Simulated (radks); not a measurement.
# Spin polarisation of the 5p shell in Te

How much does Te gain by aligning the spins in its 5p shell? The moment is raised step by step from zero.

Program: radks (a radial shooting solver on a logarithmic mesh, Libxc functionals) version 1. Level of theory: scalar-relativistic Kohn-Sham, PBEsol, spin-polarised, spherical densities, finite nucleus. These are calculated values, not measurements, unless marked.

## 1. Starting point

```
element            : tellurium (Z = 52)
charge             : 0
electrons          : 52
configuration      : [Kr] 4d10 5s2 5p(up 2, down 2)
nuclear rms radius : 4.7423 fm
```

A shell typed twice in an input gives spin up, then spin down.

## 2. No moment

Settings of this run:

```text
Z 52
configuration [Kr] 4d10 5s2 5p2 5p2
relativity scalar-relativistic
functional pbe_sol,pbe_sol
spin polarised
nucleus finite rms 4.7423 fm
c 137.035999084
```

## 3. moment 0.5 in 5p

Settings of this run:

```text
Z 52
configuration [Kr] 4d10 5s2 5p2.25 5p1.75
relativity scalar-relativistic
functional pbe_sol,pbe_sol
spin polarised
nucleus finite rms 4.7423 fm
c 137.035999084
```

## 4. moment 1 in 5p

Settings of this run:

```text
Z 52
configuration [Kr] 4d10 5s2 5p2.5 5p1.5
relativity scalar-relativistic
functional pbe_sol,pbe_sol
spin polarised
nucleus finite rms 4.7423 fm
c 137.035999084
```

## 5. moment 1.5 in 5p

Settings of this run:

```text
Z 52
configuration [Kr] 4d10 5s2 5p2.75 5p1.25
relativity scalar-relativistic
functional pbe_sol,pbe_sol
spin polarised
nucleus finite rms 4.7423 fm
c 137.035999084
```

## 6. moment 2 in 5p

Settings of this run:

```text
Z 52
configuration [Kr] 4d10 5s2 5p3 5p1
relativity scalar-relativistic
functional pbe_sol,pbe_sol
spin polarised
nucleus finite rms 4.7423 fm
c 137.035999084
```

**Question.** What will these runs give? Wanted: for each run, moment; E − E(0); ε(5p up); ε(5p down); splitting.

As calculated:

```csv
moment (μB),E − E(0) (eV),ε(5p up) (eV),ε(5p down) (eV),splitting (eV)
0,0.000,-5.968,-5.968,0.000
0.5,-0.038,-6.114,-5.807,0.307
1,-0.154,-6.246,-5.630,0.616
1.5,-0.347,-6.365,-5.435,0.930
2,-0.619,-6.470,-5.220,1.249
```

At a moment of 2 μB the energy has fallen by 0.62 eV and the 5p levels split by 1.25 eV, 0.625 eV per μB. The Stoner form E = −I m²/4 would give I = 0.619 eV. The energy falls at every step.
